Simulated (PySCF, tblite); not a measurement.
**C₅H₆F₂O: infrared bands and NMR shifts**

Wanted: the infrared bands and NMR shifts of C₅H₆F₂O (`C=COC(=C)C(F)F`), by calculation.

The runs use tblite 0.8.0 and PySCF 2.14.0, with density-fitted response routines of our own; the level of theory stands in each step. All values are computed, except where a source is named. Atoms are numbered from 0 throughout.

### Step 1. Starting geometry

14 atoms, charge 0, multiplicity 1; geometry from: GFN2-xTB.

Bonds of the start (Å): C0–C1 1.32, C1–O2 1.37, O2–C3 1.37, C3–C4 1.33, C3–C5 1.52, C5–F6 1.36, C5–F7 1.36, C0–H8 1.08, C0–H9 1.07, C1–H10 1.08, C4–H11 1.07, C4–H12 1.07, C5–H13 1.10.

### Step 2. Harmonic vibrations with GFN2-xTB

The job: settings as JSON, then the geometry in Å.

```
{"job": {"kind": "ir", "xc": "GFN2-xTB", "basis": "xTB"}, "charge": 0, "multiplicity": 1}
C      1.848330    -0.645546     0.692886
C      1.715030     0.156066    -0.349494
O      0.611506     0.873206    -0.714259
C     -0.613534     0.576092    -0.182652
C     -1.413157     1.520562     0.292321
C     -1.078248    -0.864315    -0.289770
F     -1.306540    -1.407879     0.934416
F     -2.264915    -0.929448    -0.942728
H      1.053138    -0.834103     1.392419
H      2.785779    -1.133534     0.879105
H      2.524017     0.370151    -1.034081
H     -1.088964     2.543330     0.346760
H     -2.410406     1.284457     0.614276
H     -0.362713    -1.509511    -0.821291
```

**Question.** This job is followed by: GIAO PBE0/pcSseg-1 NMR shielding, non-relativistic, gas phase. Predict these results of the whole session: strongest single infrared mode (GFN2-xTB); zero-point energy (GFN2-xTB); 13C shifts against TMS (PBE0/pcSseg-1); 1H shifts against TMS (PBE0/pcSseg-1); 17O shifts against H2O (PBE0/pcSseg-1); 19F shifts against CFCl3 (PBE0/pcSseg-1, means over atoms taken as alike).

The runs gave:

```
                                                                 quantity                                   value
                                strongest single infrared mode (GFN2-xTB)                   1018 cm⁻¹, 170 km/mol
                                             zero-point energy (GFN2-xTB)                           62.1 kcal/mol
                                   13C shifts against TMS (PBE0/pcSseg-1)    164.5, 156.9, 116.2, 112.4, 97.7 ppm
                                    1H shifts against TMS (PBE0/pcSseg-1)  6.70, 6.54, 5.81, 5.60, 4.63, 4.55 ppm
                                   17O shifts against H2O (PBE0/pcSseg-1)                               190.4 ppm
19F shifts against CFCl3 (PBE0/pcSseg-1, means over atoms taken as alike)                              -123.4 ppm
```

What this shows: No mode is imaginary among the 36: a minimum at this level. The strongest single mode, at 1018 cm⁻¹, moves mainly C5. Unscaled tight-binding wavenumbers are off by several per cent, some by more. Its intensities can rank the bands wrongly. The most deshielded hydrogen is H10 (hydrogen on an alkene carbon bearing oxygen), at 6.70 ppm: attached to an sp2 carbon and in the plane of the double bond. At PBE0/pcSseg-1: The largest span, 204 ppm, is at C4, where the paramagnetic term is -180 ppm.
